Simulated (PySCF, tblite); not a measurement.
# C₃H₄NS₂Si radical: geometry, infrared bands and EPR parameters

Aim: predict the infrared bands and EPR parameters of C₃H₄NS₂Si radical (`N#C[C@H]1[CH]S[SiH2]S1`).

The runs use tblite 0.8.0 and PySCF 2.14.0, with density-fitted response routines of our own; the level of theory stands in each step. All values are computed, except where a source is named. Atoms are numbered from 0 throughout.

### 1 The molecule as given

11 atoms, charge 0, multiplicity 2; geometry from: force field or distance geometry start.

Bonds of the start (Å): N0–C1 1.15, C1–C2 1.50, C2–C3 1.50, C3–S4 1.74, S4–Si5 2.14, Si5–S6 2.14, S6–C2 1.83, C2–H7 1.10, C3–H8 1.08, Si5–H9 1.48, Si5–H10 1.48.

### 2 Optimising the geometry with GFN2-xTB

What the job is given:

```
{"job": {"kind": "relax", "xc": "GFN2-xTB", "basis": "xTB"}, "charge": 0, "multiplicity": 2}
N     -1.530300     2.066700    -1.483800
C     -1.345200     1.249800    -0.698300
C     -1.081100     0.188300     0.320900
C     -0.764900    -1.103100    -0.375000
S      0.867600    -1.607300    -0.684700
Si     1.894200    -0.080800     0.404600
S      0.222300     0.655800     1.510800
H     -1.997200     0.052500     0.910300
H     -1.571000    -1.732500    -0.734200
H      2.390400     0.970100    -0.505200
H      2.920700    -0.656700     1.308600
```

Launch:

```console
$ OMP_NUM_THREADS=1 python probes_run.py task.json out
```

One launch serves the whole session: the jobs run in the order shown.

**Question.** This job is followed by: GFN2-xTB harmonic vibrations, gas phase; UKS B3LYP, pcH-1 on C H N S Si, non-relativistic, mean-field spin-orbit, GIAO. What will the session give for the following? strongest single infrared mode (GFN2-xTB); zero-point energy (GFN2-xTB); g(iso) (B3LYP); ⟨S²⟩; largest a(iso); potential on the surface of density 0.002 e/bohr³, 1st and 99th percentile.

As calculated:

| quantity | value |
| --- | --- |
| strongest single infrared mode (GFN2-xTB) | 2382 cm⁻¹, 265 km/mol |
| zero-point energy (GFN2-xTB) | 37.4 kcal/mol |
| g(iso) (B3LYP) | 2.00543 |
| ⟨S²⟩ | 0.755 (exact 0.75) |
| largest a(iso) | 13C on C3, 76.2 MHz |
| potential on the surface of density 0.002 e/bohr³, 1st and 99th percentile | -1.71 V and 1.95 V |

What this shows: Relaxing lowered the energy by 0.208 eV in 77 steps; the close pair that moved most is C2–S6, from 1.826 to 1.936 Å. No mode is imaginary among the 27: a minimum at this level. The strongest single mode, at 2382 cm⁻¹, moves mainly C1 and N0. GFN2-xTB is a fitted tight-binding method: band positions and strengths are rough. Its intensities can rank the bands wrongly. Most of the unpaired spin sits on C3 (0.75 e). The isotropic g lies 3.1 ppt above the free-electron value. These values are for one conformer; the search (at its own cheap level) found 2 more, at 0.00, 1.84 kcal/mol (those within 0.05 may be mirror or relabelled copies), and measured spectra average over such forms.
